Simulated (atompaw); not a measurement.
**Calcium: generating and testing a PAW (atompaw) potential**

Task: generate the file, and judge it by its logarithmic derivatives, its ghosts and its cutoff.

Method: atompaw 4.2.0.5, PBEsol, scalar-relativistic.

### Step 1. Starting point

The settings as typed:

```json
{"element": "calcium (Ca, Z = 20)", "type": "PAW", "frozen core": "[Ne] 3s2", "valence charge": "8", "reference configuration": "3p6 3d0 4s2 4p0", "partial waves": "4s (bound); 4s channel at 4.55 Ry; 3p (bound); 4p (bound, empty); 3d (bound, empty); 3d channel at 2.6 Ry", "local potential": "troulliermartins scheme with l = 3 at 1 Ry, radius 2.35 bohr", "core correction": "smooth core density matched at 1.60 bohr", "augmentation charge": "sinc compensation charge, radius 2.85 bohr; PAW radius 3.00 bohr; waves and projectors: bloechl"}
```

An earlier all-electron run gives the scale for the radii.

All-electron outer shells of the reference configuration (PBEsol, scalar-relativistic, ld1.x):

| shell | level (eV) | outermost node (bohr) | outermost maximum (bohr) |
| --- | --- | --- | --- |
| 2p | -334.47 | – | 0.25 |
| 3s | -46.96 | 0.45 | 0.99 |
| 3p | -27.95 | 0.42 | 1.04 |
| 4s | -3.76 | 1.43 | 3.38 |
| 3d | -1.96 | – | 1.27 |
| 4p | -1.39 | 1.63 | 4.39 |

### Step 2. The generation run

Ca.input reads:

```
Ca 20
GGA-PBESOL scalarrelativistic loggrid 1500 logderivrange -4 5 226
4 4 3 0 0 0
4 1 0
3 2 0
0 0 0
c
c
c
v
c
v
v
v
2
3.00 2.85 2.35 1.60
y
4.55
n
n
y
2.6
n
bloechl sinc
3 1 troulliermartins
PWSCFOUT
UPFDX 0.0125d0 UPFXMIN -7.d0 UPFZMESH 20.d0
END
```

Command:

```sh
$ atompaw < Ca.input > Ca.log
```

What does the calculation give? Wanted: cutoffs for 10 and 1 mRy, occupied levels; bound ghosts; largest phase difference near zero energy, channels read; lowest eigenvalue of the overlap; share of valence orbitals outside the PAW sphere; UPF file.

As calculated:

| quantity | value |
| --- | --- |
| cutoffs for 10 and 1 mRy, occupied levels | 25 Ry and 30 Ry |
| bound ghosts | none found |
| largest phase difference near zero energy, channels read | 0.014 rad |
| lowest eigenvalue of the overlap (Bessel basis) | 0.371 (s) |
| share of valence orbitals outside the PAW sphere | 4s 74 %, 3p 1 %, 4p 90 %, 3d 26 % |
| UPF file | written |

**Reading.** It counts as soft on the atom at that tolerance, with 25 Ry needed at the looser tolerance. The slowest occupied level is 3p: taken alone it needs 25 Ry to come within 1 mRy, against 8 Ry for 4s. No bound ghost shows below the valence levels. Near zero energy the phases of the channels with partial waves agree within 0.014 rad.
